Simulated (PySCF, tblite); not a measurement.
**C₆H₁₁FO: geometry, infrared bands and NMR shifts**

Wanted: the infrared bands and NMR shifts of C₆H₁₁FO (`CCC(=O)C[C@H](C)F`), by calculation.

The runs use tblite 0.8.0 and PySCF 2.14.0, with density-fitted response routines of our own; the level of theory stands in each step. All values are computed, except where a source is named. Atoms are numbered from 0 throughout.

**1. The starting structure**

19 atoms, charge 0, multiplicity 1; geometry from: force field or distance geometry start.

Bonds of the start (Å): C0–C1 1.50, C1–C2 1.52, C2–O3 1.25, C2–C4 1.50, C4–C5 1.51, C5–C6 1.52, C5–F7 1.36, C0–H8 1.09, C0–H9 1.10, C0–H10 1.10, C1–H11 1.10, C1–H12 1.11, C4–H13 1.11, C4–H14 1.08, C5–H15 1.10, C6–H16 1.09, C6–H17 1.09, C6–H18 1.09.

**2. Geometry optimisation with GFN2-xTB**

Job settings and geometry (Å):

```
{"job": {"kind": "relax", "xc": "GFN2-xTB", "basis": "xTB"}, "charge": 0, "multiplicity": 1}
C     -3.073700    -0.176500    -0.001200
C     -1.637700    -0.589000     0.157800
C     -0.681400     0.200400    -0.713900
O     -1.064500     1.175600    -1.395400
C      0.761800    -0.209800    -0.713900
C      1.478100     0.475700     0.421300
C      2.990700     0.343300     0.302500
F      1.109600    -0.124000     1.590800
H     -3.405200    -0.301800    -1.036500
H     -3.735400    -0.780800     0.643900
H     -3.224100     0.876300     0.269200
H     -1.535400    -1.655900    -0.089200
H     -1.336900    -0.454700     1.220500
H      1.193100     0.078400    -1.692000
H      0.819900    -1.289900    -0.639400
H      1.204100     1.534600     0.512600
H      3.365900     0.826400    -0.597900
H      3.476600     0.792000     1.172900
H      3.284600    -0.711100     0.298300
```

Started as:

```console
$ OMP_NUM_THREADS=1 python probes_run.py task.json out
```

This one command runs all jobs of the session in turn.

**Question.** This job is followed by: GFN2-xTB harmonic vibrations, gas phase; GIAO PBE0/pcSseg-1 NMR shielding, non-relativistic, gas phase. What will the session give for the following? strongest single infrared mode (GFN2-xTB); zero-point energy (GFN2-xTB); 13C shifts against TMS (PBE0/pcSseg-1); 1H shifts against TMS (PBE0/pcSseg-1, means over atoms taken as alike); 17O shifts against H2O (PBE0/pcSseg-1); 19F shifts against CFCl3 (PBE0/pcSseg-1).

**Answer**, as computed:

| quantity | value |
| --- | --- |
| strongest single infrared mode (GFN2-xTB) | 1774 cm⁻¹, 303 km/mol |
| zero-point energy (GFN2-xTB) | 99.7 kcal/mol |
| 13C shifts against TMS (PBE0/pcSseg-1) | 216.3, 94.5, 54.8, 43.3, 25.2, 9.6 ppm |
| 1H shifts against TMS (PBE0/pcSseg-1, means over atoms taken as alike) | 4.92, 2.96, 2.73, 2.44, 1.97, 1.43, 1.06 ppm |
| 17O shifts against H2O (PBE0/pcSseg-1) | 653.9 ppm |
| 19F shifts against CFCl3 (PBE0/pcSseg-1) | -204.5 ppm |

**Reading.** The optimisation took 82 steps and gained 0.168 eV; among the close pairs (by a distance rule), C2–O3 changed most, from 1.250 to 1.204 Å. All 51 modes are real, so the xTB geometry is a minimum. The strongest single mode, at 1774 cm⁻¹, moves mainly C2 and O3. GFN2-xTB is a fitted tight-binding method: band positions and strengths are rough. Its intensities can rank the bands wrongly. C2 (ketone carbonyl carbon) lies farthest downfield among carbon, at 216.3 ppm; low-lying n→π* states of the double bond to the heteroatom give a large paramagnetic term (-282 ppm). The most deshielded hydrogen is H15 (hydrogen on an sp3 CH bonded to F), at 4.92 ppm: its carbon carries F, an electronegative neighbour. At PBE0/pcSseg-1: The widest tensor belongs to O3: span 1281 ppm, with a paramagnetic part of -719 ppm.
